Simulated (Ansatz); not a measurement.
**C2H10InN: up Jacob's ladder to CCSD(T)**

One table from this session's results is given with a row withheld; the runs are named, their logs left out.

Program: Ansatz 0.2.0, Gaussian basis. Level of theory: functionals in def2-TZVPP, the program's frozen cores in correlated methods. These are calculated values, not measurements.

The runs, in order: LDA (SPW92), PBE-D4, revPBE-D4, BLYP-D4, r2SCAN-D4, B97M-V, PBE0-D4, B3LYP-D4, r2SCANh-D4, r2SCAN0-D4, HSE06-D4, BHLYP-D4, CAM-B3LYP-D4, LC-ωPBE, ωB97X-V, ωB97M-V, B2PLYP, PBE-QIDH; CCSD(T)/def2-SVP; CCSD(T)/def2-TZVPP; MP2/def2-QZVPP; extrapolation to the limit; RPA on PBE.

## The relaxed structure

All runs share one geometry, relaxed beforehand with PBE0-D4 in a triple-zeta def2 set. In takes the def2 core potential; no spin-orbit term is included.

SMILES `[CH3][InH-]([CH3])[NH3+]`, 14 atoms, charge 0, spin multiplicity 1.

Atoms are counted from 1 here; the program's logs count them from 0.

Bond lengths: C1–In2 2.174 Å, C1–H5 1.092 Å, C1–H6 1.093 Å, C1–H7 1.093 Å, In2–C3 2.174 Å, In2–N4 2.421 Å, In2–H8 1.746 Å, C3–H9 1.093 Å, C3–H10 1.093 Å, C3–H11 1.093 Å, N4–H12 1.013 Å, N4–H13 1.013 Å, N4–H14 1.013 Å. Angles: In2–C1–H5 111.5°, In2–C1–H6 110.3°, In2–C1–H7 111.2°, H5–C1–H6 107.5°, H5–C1–H7 108.6°, H6–C1–H7 107.5°, C1–In2–C3 118.6°, C1–In2–N4 96.5°, C1–In2–H8 119.1°, C3–In2–N4 96.4°, C3–In2–H8 119.0°, N4–In2–H8 95.2°, In2–C3–H9 111.2°, In2–C3–H10 110.4°, In2–C3–H11 111.5°, H9–C3–H10 107.5°, H9–C3–H11 108.6°, H10–C3–H11 107.5° and more.

Set-up of the first run:

Contents of in.yaml:

```yaml
crystal:
  periodic: [false, false, false]
  atoms:
    - {symbol: C, position_ang: [-1.004355, 1.540283, -1.032328]}
    - {symbol: In, position_ang: [-0.509695, 0.216752, 0.619675]}
    - {symbol: C, position_ang: [1.492995, 0.304765, 1.460614]}
    - {symbol: N, position_ang: [-0.153756, -1.768677, -0.719632]}
    - {symbol: H, position_ang: [-1.878447, 1.184559, -1.582746]}
    - {symbol: H, position_ang: [-1.235935, 2.541415, -0.660799]}
    - {symbol: H, position_ang: [-0.167612, 1.633330, -1.728966]}
    - {symbol: H, position_ang: [-1.801641, -0.465393, 1.576148]}
    - {symbol: H, position_ang: [2.242856, 0.464359, 0.681838]}
    - {symbol: H, position_ang: [1.571983, 1.133768, 2.168094]}
    - {symbol: H, position_ang: [1.740885, -0.612063, 2.000616]}
    - {symbol: H, position_ang: [-0.014587, -2.578183, -0.126492]}
    - {symbol: H, position_ang: [-0.955766, -1.950423, -1.311487]}
    - {symbol: H, position_ang: [0.660073, -1.673693, -1.315635]}
basis:
  gaussian: {orbitals: def2-TZVPP}
hamiltonian: {xc: lda}
output: {orbitals: {seedname: orbitals}}
```

Run with:

```
ansatz run in.yaml --threads 2 --pin off --events-out ev --progress --plain --max-ram 32768MiB --backend cpu
```

Among the steps run: LDA; PBE-D4 (GGA); revPBE-D4 (GGA); BLYP-D4 (GGA); r2SCAN-D4 (meta-GGA); B97M-V (meta-GGA); PBE0-D4 (hybrid); B3LYP-D4 (hybrid); r2SCANh-D4 (hybrid); r2SCAN0-D4 (hybrid); HSE06-D4 (hybrid); BHLYP-D4 (hybrid); CAM-B3LYP-D4 (range-separated); LC-ωPBE (range-separated); ωB97X-V (range-separated); ωB97M-V (range-separated); B2PLYP (double hybrid); PBE-QIDH (double hybrid).

One of the session's tables, all rows but one given; the rest of the session is left out.

| functional | HOMO (eV) | gap (eV) |
| --- | --- | --- |
| LDA (SPW92) | -5.57 | 4.47 |
| PBE-D4 | -5.40 | 4.40 |
| revPBE-D4 | -5.33 | 4.40 |
| BLYP-D4 | -5.25 | 4.23 |
| r2SCAN-D4 | -5.61 | 5.28 |
| B97M-V | -5.66 | 4.81 |
| PBE0-D4 | ? | ? |
| B3LYP-D4 | -6.32 | 5.77 |
| r2SCANh-D4 | -6.04 | 5.94 |
| r2SCAN0-D4 | -6.70 | 6.90 |
| HSE06-D4 | -6.15 | 5.57 |
| BHLYP-D4 | -7.58 | 7.90 |
| CAM-B3LYP-D4 | -7.86 | 8.33 |
| LC-ωPBE | -9.22 | 10.85 |
| ωB97X-V | -8.85 | 10.31 |
| ωB97M-V | -8.75 | 9.72 |

Estimate the missing values for PBE0-D4.

**Answer.** HOMO (eV): -6.54; gap (eV): 6.32. In the column «HOMO (eV)» it lies between r2SCAN0-D4 (-6.70) and B3LYP-D4 (-6.32).

To keep in mind: All levels share the lack of spin-orbit coupling, which lowers the free heavy atoms and so the true binding.
